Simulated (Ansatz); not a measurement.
# SnO2: the cost of one run

Program: Ansatz 0.2.0. Level of theory: DFT PBE, scalar-relativistic, plane waves, PAW. These are calculated values, not measurements.

## 1. The system as given

The cell holds 24 atoms (O16Sn8): a = 6.720 Å, b = 6.942 Å, c = 7.044 Å, α = 91.48°, β = 94.19°, γ = 89.14°.

8 Sn, 16 O were thrown into a skewed cell at random, at 1.05 times a reference volume of the solid, and pushed apart as soft spheres.

The coordinates stand in the first input below.

## 2. Dynamics at 3000 K

The cutoff is lowered while the worst contacts of the packing are taken out. One k point, a Fermi-Dirac width of 0.259 eV and a fixed cell.

Contents of input.yaml:

```yaml
crystal:
  lattice:
    - [6.715529, 0.049507, -0.251323]
    - [0.049507, 6.941236, -0.089622]
    - [-0.251323, -0.089622, 7.038805]
  atoms:
    - { symbol: Sn, position: [0.3699392186, 0.5505896729, 0.6276883048] }
    - { symbol: Sn, position: [0.2767048417, 0.1511529523, 0.7383854127] }
    - { symbol: Sn, position: [0.793672521, 0.1411960702, 0.8009523372] }
    - { symbol: Sn, position: [0.4479671422, 0.5864858761, 0.0307192007] }
    - { symbol: Sn, position: [0.8440242394, 0.106535481, 0.4052983058] }
    - { symbol: Sn, position: [0.4079527957, 0.1643581341, 0.3539003323] }
    - { symbol: Sn, position: [0.0512619373, 0.3133828776, 0.1429025335] }
    - { symbol: Sn, position: [0.0794079307, 0.7272718319, 0.8746849708] }
    - { symbol: O, position: [0.1259850668, 0.1409540451, 0.4859972384] }
    - { symbol: O, position: [0.5756002839, 0.3206719347, 0.5327812779] }
    - { symbol: O, position: [0.5832009513, 0.9625311997, 0.2482841615] }
    - { symbol: O, position: [0.4484980848, 0.3240511656, 0.1365102051] }
    - { symbol: O, position: [0.8305063839, 0.7388035166, 0.0222740313] }
    - { symbol: O, position: [0.6990604295, 0.714197715, 0.6814136291] }
    - { symbol: O, position: [0.1722124733, 0.5953775824, 0.1063225013] }
    - { symbol: O, position: [0.8840210432, 0.0710592646, 0.1239713797] }
    - { symbol: O, position: [0.5285568576, 0.0797629502, 0.8846117726] }
    - { symbol: O, position: [0.0195558824, 0.9723312901, 0.7531912738] }
    - { symbol: O, position: [0.6708606447, 0.4261410522, 0.8922824713] }
    - { symbol: O, position: [0.1072020965, 0.4766740183, 0.4124453721] }
    - { symbol: O, position: [0.2349986735, 0.9981094832, 0.1514687627] }
    - { symbol: O, position: [0.3637371681, 0.7798256169, 0.7925898561] }
    - { symbol: O, position: [0.0195838343, 0.4053629145, 0.8097225448] }
    - { symbol: O, position: [0.6618499302, 0.6356837834, 0.3316409817] }
  symmetry: { detect: false }
basis:
  ecutwfc: 320
  xc_grid: 1
kpoints:
  mp_grid: { grid: [1, 1, 1], shift: [0.0, 0.0, 0.0] }
hamiltonian:
  xc: pbe
scf:
  occupations: { method: fermi_dirac, width: 0.2585 }
  lower_state_search: "off"
  convergence: { dr2_threshold: 1.0e-05 }
output:
  forces: true
  stress: true
md:
  timestep: 2.0
  n_steps: 24
  ensemble: nvt_langevin
  friction: 0.03
  temperature: 3000.0
  initial_velocities: maxwell_boltzmann
  seed: 29098
```

Launch:

```bash
> ansatz run input.yaml --threads 2 --pin off --max-ram 5120MiB --backend cpu --events-out ev --progress --plain --runs-dir out
```

Q: Estimate wall time and peak memory on 2 threads of Arm Neoverse V1, shared host.

About 34 s, with a peak of 0.39 GiB.
